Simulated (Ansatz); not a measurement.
# Cl3GaH3P: one species, many methods

The task here is to estimate one member of a computed series from the others.

The runs use Ansatz 0.2.0, Gaussian basis; functionals in def2-TZVPP, the program's frozen cores in correlated methods.

Levels to be run: LDA (SPW92), PBE-D4, revPBE-D4, BLYP-D4, r2SCAN-D4, B97M-V, PBE0-D4, B3LYP-D4, r2SCANh-D4, r2SCAN0-D4, HSE06-D4, BHLYP-D4, CAM-B3LYP-D4, LC-ωPBE, ωB97X-V, ωB97M-V, B2PLYP, PBE-QIDH; CCSD(T)/def2-SVP; CCSD(T)/def2-TZVPP; MP2/def2-QZVPP; extrapolation to the limit; RPA on PBE.

### Structure used throughout

All runs share one geometry, relaxed beforehand with PBE0-D4 in a triple-zeta def2 set.

SMILES `[PH3+][Ga-]([Cl])([Cl])[Cl]`, 8 atoms, charge 0, spin multiplicity 1.

Atoms are counted from 1 here; the program's logs count them from 0.

Bond lengths: P1–Ga2 2.487 Å, P1–H6 1.407 Å, P1–H7 1.407 Å, P1–H8 1.407 Å, Ga2–Cl3 2.153 Å, Ga2–Cl4 2.153 Å, Ga2–Cl5 2.153 Å. Angles: Ga2–P1–H6 117.3°, Ga2–P1–H7 117.1°, Ga2–P1–H8 117.1°, H6–P1–H7 100.8°, H6–P1–H8 100.8°, H7–P1–H8 100.8°, P1–Ga2–Cl3 100.2°, P1–Ga2–Cl4 100.2°, P1–Ga2–Cl5 100.2°, Cl3–Ga2–Cl4 117.0°, Cl3–Ga2–Cl5 116.9°, Cl4–Ga2–Cl5 116.9°.

Set-up of the first run:

Contents of in.yaml:

```yaml
crystal:
  periodic: [false, false, false]
  atoms:
    - {symbol: P, position_ang: [-1.022878, -0.126699, 0.469815]}
    - {symbol: Ga, position_ang: [1.222770, 0.133670, -0.565687]}
    - {symbol: Cl, position_ang: [2.062933, -1.803559, -0.144045]}
    - {symbol: Cl, position_ang: [0.659461, 0.530058, -2.605633]}
    - {symbol: Cl, position_ang: [1.978318, 1.794241, 0.577821]}
    - {symbol: H, position_ang: [-1.882269, 0.986420, 0.432892]}
    - {symbol: H, position_ang: [-1.065148, -0.446783, 1.838995]}
    - {symbol: H, position_ang: [-1.861086, -1.124450, -0.060057]}
basis:
  gaussian: {orbitals: def2-TZVPP}
hamiltonian: {xc: lda}
output: {orbitals: {seedname: orbitals}}
```

Among the steps run: LDA; PBE-D4 (GGA); revPBE-D4 (GGA); BLYP-D4 (GGA); r2SCAN-D4 (meta-GGA); B97M-V (meta-GGA); PBE0-D4 (hybrid); B3LYP-D4 (hybrid); r2SCANh-D4 (hybrid); r2SCAN0-D4 (hybrid); HSE06-D4 (hybrid); BHLYP-D4 (hybrid); CAM-B3LYP-D4 (range-separated); LC-ωPBE-D4 (range-separated; the results give it without D4); ωB97X-V (range-separated); ωB97M-V (range-separated); B2PLYP (double hybrid); PBE-QIDH (double hybrid).

One table of the session follows, with a row left open; its other results are not shown here.

It belongs to the step «Frontier levels by functional». 

| functional | HOMO (eV) | gap (eV) |
| --- | --- | --- |
| LDA (SPW92) | -7.38 | 5.24 |
| PBE-D4 | -7.24 | 5.40 |
| revPBE-D4 | -7.18 | 5.47 |
| BLYP-D4 | -7.06 | 5.28 |
| r2SCAN-D4 | -7.61 | 6.11 |
| B97M-V | -7.70 | 6.07 |
| PBE0-D4 | ? | ? |
| B3LYP-D4 | -8.36 | 7.17 |
| r2SCANh-D4 | -8.12 | 6.96 |
| r2SCAN0-D4 | -8.90 | 8.22 |
| HSE06-D4 | -8.25 | 7.01 |
| BHLYP-D4 | -9.91 | 9.99 |
| CAM-B3LYP-D4 | -10.02 | 10.12 |
| LC-ωPBE | -11.44 | 12.81 |
| ωB97X-V | -11.09 | 12.34 |
| ωB97M-V | -10.93 | 11.91 |

Estimate the missing values for PBE0-D4.

**Answer.** HOMO (eV): -8.65; gap (eV): 7.78. In the column «HOMO (eV)» it lies between r2SCAN0-D4 (-8.90) and B3LYP-D4 (-8.36).
